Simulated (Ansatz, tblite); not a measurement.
**(I2In-mu-NH2)2 (H4I4In2N2): a ladder of methods and basis sets**

How do method and basis change the picture of (I2In-mu-NH2)2 (H4I4In2N2) (singlet)?

Program: Ansatz 0.2.0, Gaussian basis. Level of theory: as each input shows. These are calculated values, not measurements.

Levels to be run: GFN1-xTB, GFN2-xTB, PBE-D4/def2-TZVP, r2SCAN-D4/def2-TZVP, PBE-QIDH/def2-TZVP, r2SCAN0-D4/def2-TZVP, PBE-D4/def2-SVP, PBE0-D4/def2-SVP, MP2/def2-SVP.

5 further runs of the same task are left out: 3 that didn't finish, 2 set aside as unsound or not needed. Runs told in other sessions of the task aren't counted.

## (1) The relaxed structure

The geometry is that of the singlet, from an earlier relaxation (r2SCAN-D4/def2-SVP).

12 atoms, charge 0, spin multiplicity 1.

Bond lengths: In1–I2 2.680 Å, In1–I3 2.680 Å, In1–N4 2.212 Å, In1–N8 2.212 Å, N4–In5 2.212 Å, N4–H9 1.025 Å, N4–H10 1.025 Å, In5–I6 2.680 Å, In5–I7 2.680 Å, In5–N8 2.212 Å, N8–H11 1.025 Å, N8–H12 1.025 Å. Angles: I2–In1–I3 124.8°, I2–In1–N4 110.2°, I2–In1–N8 110.2°, I3–In1–N4 110.2°, I3–In1–N8 110.2°, N4–In1–N8 83.7°, In1–N4–In5 96.3°, In1–N4–H9 113.6°, In1–N4–H10 113.6°, In5–N4–H9 113.6°, In5–N4–H10 113.6°, H9–N4–H10 106.3°, N4–In5–I6 110.2°, N4–In5–I7 110.2°, N4–In5–N8 83.7°, I6–In5–I7 124.8°, I6–In5–N8 110.2°, I7–In5–N8 110.2° and more.

I, In take a core potential in the def2 sets. No spin-orbit coupling is included.

PBE0-D4/def2-TZVP was run before; its log isn't repeated, and its numbers join the tables.

## (2) GFN1-xTB

Tight binding, by tblite at 300 K electronic temperature and without a spin-polarisation term:

```python
tblite.interface.Calculator('GFN1-xTB', numbers, positions, charge=0, uhf=0).singlepoint()
```

Energy -753.0951 eV, HOMO -10.42 eV, LUMO -6.86 eV; 0.051 s.

## (3) GFN2-xTB

Tight binding, by tblite at 300 K electronic temperature and without a spin-polarisation term:

```python
tblite.interface.Calculator('GFN2-xTB', numbers, positions, charge=0, uhf=0).singlepoint()
```

Energy -703.6857 eV, HOMO -11.96 eV, LUMO -8.88 eV; 0.037 s.

## (4) PBE-D4/def2-TZVP

start.molden holds the orbitals of an earlier run on this state, given as this run's starting guess.

in.yaml reads:

```yaml
crystal:
  periodic: [false, false, false]
  atoms:
    - {symbol: In, position_ang: [-1.452075, -0.160204, -0.762647]}
    - {symbol: I, position_ang: [-2.532045, 2.040716, -1.845230]}
    - {symbol: I, position_ang: [-2.558428, -2.600335, -0.828771]}
    - {symbol: N, position_ang: [-0.697718, 0.280766, 1.269474]}
    - {symbol: In, position_ang: [1.452080, 0.161343, 0.762394]}
    - {symbol: I, position_ang: [2.537354, -2.035807, 1.847397]}
    - {symbol: I, position_ang: [2.553155, 2.603930, 0.824747]}
    - {symbol: N, position_ang: [0.697709, -0.283024, -1.268978]}
    - {symbol: H, position_ang: [-0.984862, 1.198592, 1.622905]}
    - {symbol: H, position_ang: [-0.991390, -0.403918, 1.972859]}
    - {symbol: H, position_ang: [0.992216, 0.399833, -1.973781]}
    - {symbol: H, position_ang: [0.984004, -1.201902, -1.620377]}
basis:
  gaussian: {orbitals: def2-TZVP, initial_orbitals: start.molden}
hamiltonian: {xc: pbe, dispersion: d4}
scf: {omitted_lower_state_checks: [starts]}
output: {orbitals: {seedname: orbitals}}
```

On the command line:

```
$ ansatz run in.yaml --threads 4 --pin off --events-out ev --progress --plain --max-ram 6963MiB
```

Further steps of the session: r2SCAN-D4/def2-TZVP; PBE-QIDH/def2-TZVP; r2SCAN0-D4/def2-TZVP; PBE-D4/def2-SVP; PBE0-D4/def2-SVP; MP2/def2-SVP.

Q: Predict the results of all the runs planned. Wanted: gap in def2-TZVP, named functionals, smallest and largest; correlation energy, MP2/def2-SVP; binding an atom, functionals in def2-TZVP; PBE0 total energy, smallest basis above largest.

As calculated:

| quantity | value |
| --- | --- |
| gap in def2-TZVP, named functionals, smallest and largest | 3.31 eV (PBE-D4), 5.50 eV (r2SCAN0-D4) |
| correlation energy, MP2/def2-SVP | -27.11 eV |
| binding an atom, functionals in def2-TZVP | 2.79 (r2SCAN0-D4) to 2.89 eV (PBE-D4) |
| PBE0 total energy, smallest basis above largest | 4.89 eV (def2-SVP, def2-TZVP) |

What this shows: Over the named functionals in def2-TZVP the gap runs from 3.31 eV (PBE-D4) to 5.50 eV (r2SCAN0-D4); exact exchange widens it.
